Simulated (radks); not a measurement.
# Shell filling in a hard-walled sphere of radius 8.51 bohr*, with a point charge of +2 at the centre, N = 13 to 16

Aim: add electrons one at a time to a hard-walled sphere of radius 8.51 bohr*, with a point charge of +2 at the centre, try the lowest free levels for each, keep the configuration of least energy, and see where shells close.

Program: radks, version 2. Model: non-relativistic spin-polarised Kohn-Sham, LDA (Slater exchange, Perdew-Wang correlation), spherically averaged shells. All values are calculated.

### Step 1. The system

| Quantity | Value |
| --- | --- |
| well | a hard-walled sphere of radius 8.51 bohr*, with a point charge of +2 at the centre |
| functional | LDA (Slater exchange, Perdew-Wang correlation) |
| levels | named by radial order: 1s, 1p, 1d, 2s, 1f and so on |
| units | effective atomic units, hartree* and bohr* |
| configuration carried in | 1s2 1p6 1d(up 2, down 0) 2s2 (N = 12, energy 5.074529) |

After this run come: 13 electrons; 14 electrons; N = 15; Electron number 16.

What does the calculation give? Wanted: closed shells at N; largest addition energy; most unpaired electrons; configuration at N = 16.

As calculated:

```
               quantity                                       value
     closed shells at N                          none in this range
largest addition energy  0.165 hartree* at N = 15 (of N = 13 to 15)
most unpaired electrons                                 5 at N = 15
configuration at N = 16                1s2 1p6 1d(up 5, down 1) 2s2
```

No closed-shell configuration falls in this range; the second difference peaks at N = 15, where a shell is half full. Among the lowest states kept at each count, up to 5 electrons are unpaired (N = 15), since exchange favours parallel spins. Spherical averaging forbids deformation, and the greedy search can miss a lower configuration.
